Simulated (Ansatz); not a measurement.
# ErAgC: the cost of one run

Program: Ansatz 0.2.0. Level of theory: DFT PBE, scalar-relativistic, plane waves, PAW; 4f electrons in the core of a trivalent norm-conserving potential. These are calculated values, not measurements.

2 further runs of the same task are left out: 1 that didn't finish, 1 set aside as unsound or not needed.

### 1 The structure to begin with

The structure is tetragonal, space group P4/mmm (No. 123). Conventional cell: a = 3.873 Å, b = 3.873 Å, c = 4.611 Å, α = 90.00°, β = 90.00°, γ = 90.00°. Er (site symmetry 4/mmm) is surrounded by 2 C at 2.31 Å. Around Ag (site symmetry 4/mmm) lie 4 Er at 2.74 Å. C (site symmetry 4/mmm) has 2 Er at 2.31 Å in its first shell of neighbours.

Coordinates:

```
CELL_PARAMETERS angstrom
3.87323 0.00000 0.00000
0.00000 3.87323 0.00000
0.00000 0.00000 4.61090
ATOMIC_POSITIONS crystal
Er 0.00000 0.00000 0.00000
Ag 0.50000 0.50000 0.00000
C 0.00000 0.00000 0.50000
```

A structure generator made this guess: random cell by space group and Wyckoff sites (P4/mmm, No. 123). Its size is a rough estimate.

### 2 A first look at the guess

input.yaml reads:

```yaml
crystal:
  lattice:
    - [3.87323009, 0.0, 0.0]
    - [0.0, 3.87323009, 0.0]
    - [0.0, 0.0, 4.61089929]
  atoms:
    - { symbol: Er, position: [0.0, 0.0, 0.0] }
    - { symbol: Ag, position: [0.5, 0.5, 0.0] }
    - { symbol: C, position: [0.0, 0.0, 0.5] }
basis:
  ecutwfc: 770
kpoints:
  mp_grid: { grid: [4, 4, 4] }
hamiltonian:
  xc: pbe
  pseudopotentials:
    kind: paw
    azcp: { Er: "pseudopotentials/pbe/nc/lanthanide_3plus/Er.nc.azcp" }
scf:
  occupations: { method: gaussian, width: 0.1 }
  lower_state_search: "off"
output:
  forces: true
  stress: true
  eigenvalues: true
```

Command:

```console
ansatz run input.yaml --threads 1 --pin off --max-ram 2560MiB --backend cpu --events-out ev --progress --plain --runs-dir out
```

**Question.** How long does this run take on 1 thread of Arm Neoverse V2, shared host, and how much memory does it need?

About 3.8 s, with a peak of 0.36 GiB.
